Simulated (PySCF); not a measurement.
**[GeF3]− (SMILES [F][Ge-]([F])[F]): levels of theory compared**

Wanted: a comparison of 4 runs (HF/6-311G*, SVWN-RPA/6-31G*, O3LYP-D4/pcSseg-1, B3LYP-D3M(BJ)/cc-pwCVDZ) of [GeF3]−. 

The results are computed with PySCF 2.14.0.

8 further runs of the same task are left out: 1 that didn't finish, 7 set aside as unsound or not needed.

## Step 1: The molecule

[GeF3]−: 4 atoms, total charge -1, spin state singlet. As SMILES, `[F][Ge-]([F])[F]`. Geometry: a GFN2-xTB relaxation, a rough one for these elements and not checked as a minimum.

Bond lengths: Ge1–F2 2.015 Å, Ge1–F3 2.020 Å, Ge1–F4 2.021 Å. Angles: F2–Ge1–F3 101.7°, F2–Ge1–F4 101.8°, F3–Ge1–F4 102.5°.

## Step 2: The energy at HF/6-311G(d) (density fitting, C-PCM water) (run 1)

Contents of calc.py:

```python
from pyscf import gto, solvent

mol = gto.M(
    atom='Ge -0.007690 0.004630 0.667770; F 1.806220 -0.034700 -0.209550; F -0.868040 1.590930 -0.240550; F -0.930480 -1.560860 -0.217670',
    verbose=3,
    charge=-1,
    max_memory=1860,
    basis='6-311g*',
    symmetry=True,
)

mf = mol.RHF()
mf = mf.density_fit()
mf = mf.PCM()
mf.with_solvent.method = 'C-PCM'
mf.with_solvent.eps = 78.3553  # water
mf.kernel()

e_final = mf.e_tot
print('E(%s) = %.9f' % ('HF', e_final))
dip = mf.dip_moment()
pop, q = mf.mulliken_pop()
```

Started as:

```console
$ OMP_NUM_THREADS=1 python calc.py
```

What it wrote:

```text
WARN: PCM is an experimental feature. It is still in testing.
Features and APIs may be changed in the future.

converged SCF energy = -2373.93283955454
E(HF) = -2373.932839555

WARN: System has nonzero charge -1; the dipole moment is origin-dependent.
Location of origin: [0. 0. 0.]

Dipole moment(X, Y, Z, Debye): -0.00703,  0.02204,  2.60641
 ** Mulliken pop  **
pop of  0 Ge 1s           0.77168
pop of  0 Ge 2s           1.18544
pop of  0 Ge 3s           1.04119
pop of  0 Ge 4s           0.93545
pop of  0 Ge 5s           0.86810
pop of  0 Ge 6s           1.16651
pop of  0 Ge 7s           1.23265
pop of  0 Ge 8s           0.61009
pop of  0 Ge 2px          0.16628
pop of  0 Ge 2py          0.16628
pop of  0 Ge 2pz          0.16641
pop of  0 Ge 3px          1.82672
pop of  0 Ge 3py          1.82672
pop of  0 Ge 3pz          1.82663
pop of  0 Ge 4px          1.49285
pop of  0 Ge 4py          1.49285
pop of  0 Ge 4pz          1.49890
pop of  0 Ge 5px          0.50008
pop of  0 Ge 5py          0.50009
pop of  0 Ge 5pz          0.49568
pop of  0 Ge 6px          0.09433
pop of  0 Ge 6py          0.09417
pop of  0 Ge 6pz          0.15282
pop of  0 Ge 7px          0.10226
pop of  0 Ge 7py          0.10327
pop of  0 Ge 7pz          0.25076
pop of  0 Ge 8px          0.02914
pop of  0 Ge 8py          0.02871
pop of  0 Ge 8pz          0.10124
pop of  0 Ge 3dxy         1.63852
pop of  0 Ge 3dyz         1.63805
pop of  0 Ge 3dz^2        1.63653
pop of  0 Ge 3dxz         1.63797
pop of  0 Ge 3dx2-y2      1.63864
pop of  0 Ge 4dxy         0.35501
pop of  0 Ge 4dyz         0.35496
pop of  0 Ge 4dz^2        0.35452
pop of  0 Ge 4dxz         0.35497
pop of  0 Ge 4dx2-y2      0.35502
pop of  0 Ge 5dxy         0.04373
pop of  0 Ge 5dyz         0.03715
pop of  0 Ge 5dz^2        0.04006
pop of  0 Ge 5dxz         0.03710
pop of  0 Ge 5dx2-y2      0.04343
pop of  1 F 1s            1.07679
pop of  1 F 2s            0.91991
pop of  1 F 3s            1.06318
pop of  1 F 4s            0.93014
pop of  1 F 2px           0.35483
pop of  1 F 2py           0.39412
pop of  1 F 2pz           0.39309
pop of  1 F 3px           0.74207
pop of  1 F 3py           0.80293
pop of  1 F 3pz           0.80196
pop of  1 F 4px           0.72059
pop of  1 F 4py           0.75649
pop of  1 F 4pz           0.74460
pop of  1 F 3dxy          0.00012
pop of  1 F 3dyz          0.00002
pop of  1 F 3dz^2         0.00009
pop of  1 F 3dxz          0.00027
pop of  1 F 3dx2-y2       0.00028
pop of  2 F 1s            1.07679
pop of  2 F 2s            0.91991
pop of  2 F 3s            1.06312
pop of  2 F 4s            0.93009
pop of  2 F 2px           0.38530
pop of  2 F 2py           0.36399
pop of  2 F 2pz           0.39278
pop of  2 F 3px           0.78908
pop of  2 F 3py           0.75597
pop of  2 F 3pz           0.80135
pop of  2 F 4px           0.74913
pop of  2 F 4py           0.72980
pop of  2 F 4pz           0.74454
pop of  2 F 3dxy          0.00022
pop of  2 F 3dyz          0.00022
pop of  2 F 3dz^2         0.00009
pop of  2 F 3dxz          0.00008
pop of  2 F 3dx2-y2       0.00016
pop of  3 F 1s            1.07679
pop of  3 F 2s            0.91991
pop of  3 F 3s            1.06310
pop of  3 F 4s            0.93008
pop of  3 F 2px           0.38397
pop of  3 F 2py           0.36500
pop of  3 F 2pz           0.39312
pop of  3 F 3px           0.78696
pop of  3 F 3py           0.75750
pop of  3 F 3pz           0.80181
pop of  3 F 4px           0.74808
pop of  3 F 4py           0.73062
pop of  3 F 4pz           0.74521
pop of  3 F 3dxy          0.00023
pop of  3 F 3dyz          0.00020
pop of  3 F 3dz^2         0.00009
pop of  3 F 3dxz          0.00008
pop of  3 F 3dx2-y2       0.00015
 ** Mulliken atomic charges  **
charge of    0Ge =      1.10703
charge of    1F =     -0.70150
charge of    2F =     -0.70263
charge of    3F =     -0.70291
```

Run time: 7.8 s. Hardware: 1 thread of Intel Xeon Platinum 8488C (Sapphire Rapids), shared host; peak memory 0.26 GiB.

## Step 3: Localised orbitals at SVWN-RPA/6-31G(d) (sfX2C, spherical functions, IEF-PCM chlorobenzene) (run 2)

Contents of calc.py:

```python
import numpy
from pyscf import gto, dft, lo, solvent

mol = gto.M(
    atom='''
Ge    -0.014532     0.008749     1.261902
F      3.413261    -0.065573    -0.395992
F     -1.640358     3.006422    -0.454574
F     -1.758352    -2.949598    -0.411337
''',
    charge=-1,
    max_memory=1860,
    basis='6-31g*',
    verbose=4,
    unit='bohr',
)

mf = dft.RKS(mol, xc='lda,vwn_rpa')
mf = mf.sfx2c1e()
mf = mf.PCM()
mf.with_solvent.method = 'IEF-PCM'
mf.with_solvent.eps = 5.6968
mf.kernel()

e_tot = mf.e_tot
print('E = %.10f Eh' % e_tot)
occ = mf.mo_coeff[:, 0:mol.nelec[0]]
loc = lo.ibo.ibo(mol, occ)
r1 = numpy.einsum('xij,ip,jp->px', mol.intor('int1e_r'), loc, loc)
spread = numpy.einsum('ij,ip,jp->p', mol.intor('int1e_r2'), loc, loc) - (r1 ** 2).sum(1)
centres = r1 * 0.529177
print('orbital  centre (A)  spread (bohr^2)')
for i, (c, s) in enumerate(zip(centres, spread), 1):
    print('%3d %9.4f %9.4f %9.4f %9.4f' % (i, *c, s))
```

Started as:

```console
$ OMP_NUM_THREADS=1 python calc.py
```

What it wrote:

```text
PySCF version 2.14.0

[INPUT] num. atoms = 4
[INPUT] num. electrons = 60
[INPUT] charge = -1
[INPUT] spin (= nelec alpha-beta = 2S) = 0
[INPUT] symmetry False subgroup None
[INPUT] Mole.unit = bohr
[INPUT] Symbol           X                Y                Z      unit          X                Y                Z       unit  Magmom
[INPUT]  1 Ge    -0.007690003229   0.004629771418   0.667769780814 AA   -0.014532000000   0.008749000000   1.261902000000 Bohr   0.0
[INPUT]  2 F      1.806219936122  -0.034699737252  -0.209549942107 AA    3.413261000000  -0.065573000000  -0.395992000000 Bohr   0.0
[INPUT]  3 F     -0.868040071350   1.590930008809  -0.240550201477 AA   -1.640358000000   3.006422000000  -0.454574000000 Bohr   0.0
[INPUT]  4 F     -0.930479807176  -1.560860042975  -0.217670166408 AA   -1.758352000000  -2.949598000000  -0.411337000000 Bohr   0.0

nuclear repulsion = 267.422110945297
number of shells = 30
number of NR pGTOs = 176
number of NR cGTOs = 74
basis = 6-31g*
ecp = {}

[... 45 lines left out ...]
Solvent Energy = -0.000429769878789393
[... 7 lines left out ...]
Solvent Energy = -0.154273860256033
[... 7 lines left out ...]
Solvent Energy = -0.0766033793961584
[... 7 lines left out ...]
Solvent Energy = -0.0772358792772247
[... 7 lines left out ...]
Solvent Energy = -0.0773127486380794
[... 7 lines left out ...]
Solvent Energy = -0.0773108200065687
[... 7 lines left out ...]
Solvent Energy = -0.0773114032278382
[... 3 lines left out ...]
 Iterative localization: IB/P4/2x2, 12 iter; Final gradient 7.00e-09
[... 5 lines left out ...]
 30   -0.6603    1.2064   -0.0504    2.4781
```

Wall time 11 s (1 thread of Intel Xeon Platinum 8488C (Sapphire Rapids), shared host); peak memory 0.29 GiB.

Run 3 isn't shown in full; the table further down has it.

## Step 4: The stability of the SCF solution at B3LYP-D3M(BJ)/cc-pwCVDZ (run 4)

Contents of calc.py:

```python
from pyscf import gto, dft

mol = gto.Mole()
mol.atom = [
    ('Ge', (-0.007690, 0.004630, 0.667770)),
    ('F', (1.806220, -0.034700, -0.209550)),
    ('F', (-0.868040, 1.590930, -0.240550)),
    ('F', (-0.930480, -1.560860, -0.217670)),
]
mol.verbose = 4
mol.max_memory = 1860
mol.basis = 'cc-pwcvdz'
mol.charge = -1
mol.build()

myscf = dft.RKS(mol)
myscf.xc = 'b3lyp'
myscf.disp = 'd3bjm'
myscf.kernel()

e_final = myscf.e_tot
print(f'total energy: {e_final:.8f} hartree')
mo_i, mo_e, stable_i, stable_e = myscf.stability(internal=True, external=True, return_status=True)
print('stable: internal', stable_i, 'external', stable_e)
```

Started as:

```console
$ OMP_NUM_THREADS=1 python calc.py
```

What it wrote:

```text
PySCF version 2.14.0

[INPUT] num. atoms = 4
[INPUT] num. electrons = 60
[INPUT] charge = -1
[INPUT] spin (= nelec alpha-beta = 2S) = 0
[INPUT] symmetry False subgroup None
[INPUT] Mole.unit = angstrom
[INPUT] Symbol           X                Y                Z      unit          X                Y                Z       unit  Magmom
[INPUT]  1 Ge    -0.007690000000   0.004630000000   0.667770000000 AA   -0.014531993898   0.008749431957   1.261902414201 Bohr   0.0
[INPUT]  2 F      1.806220000000  -0.034700000000  -0.209550000000 AA    3.413261120712  -0.065573496522  -0.395992109403 Bohr   0.0
[INPUT]  3 F     -0.868040000000   1.590930000000  -0.240550000000 AA   -1.640357865167   3.006421983354  -0.454573619264 Bohr   0.0
[INPUT]  4 F     -0.930480000000  -1.560860000000  -0.217670000000 AA   -1.758352364385  -2.949597918789  -0.411336685534 Bohr   0.0

nuclear repulsion = 267.422101533384
number of shells = 25
number of NR pGTOs = 183
number of NR cGTOs = 97
basis = cc-pwcvdz
ecp = {}

[... 55 lines left out ...]
converged SCF energy = -2376.71983891452
total energy: -2376.71983891 hartree
[... 6 lines left out ...]
stable: internal True external True
```

It took 61 s on 1 thread of Intel Xeon Platinum 8488C (Sapphire Rapids), shared host; peak memory 0.52 GiB.

## Step 5: All runs side by side

```csv
run,level,task,integral approximation,energy (Eh),HOMO energy (eV),LUMO energy (eV),HOMO–LUMO gap (eV),wall time
1,"HF/6-311G* (density fitting, C-PCM water)",energy,auto,-2373.932840,-9.82,3.36,13.18,7.8 s
2,"SVWN-RPA/6-31G* (sfX2C, spherical functions, IEF-PCM chlorobenzene)",localise,none,-2390.013955,-5.08,0.00,5.08,11 s
3,O3LYP-D4/pcSseg-1 (ddCOSMO chlorobenzene),energy,none,-2376.884100,-5.24,1.09,6.33,9.6 s
4,B3LYP-D3M(BJ)/cc-pwCVDZ,stability,none,-2376.719839,-1.60,5.30,6.90,61 s
```

## Step 6: Outcome

| quantity | value |
| --- | --- |
| run 4: total energy | -2376.71984 Eh |
| run 4: HOMO energy | -1.60 eV |
| run 4: LUMO energy | 5.30 eV |
| run 4: HOMO–LUMO gap (to an unbound level, set by the basis) | 6.90 eV |
| run 4: dispersion energy | -11.06 kJ/mol |

In words: The HOMO–LUMO gap runs from 5.08 eV (SVWN-RPA/6-31G*) to 13.18 eV (HF/6-311G*). The two ends differ in method and basis and solvent and Hamiltonian. The empty levels of an anion lie above zero and hang on the basis. Totals of different functionals can't be ranked against each other. Some runs of one species differ in core potentials or relativity; totals across that change don't compare. All runs together took 89 s, the longest 61 s.
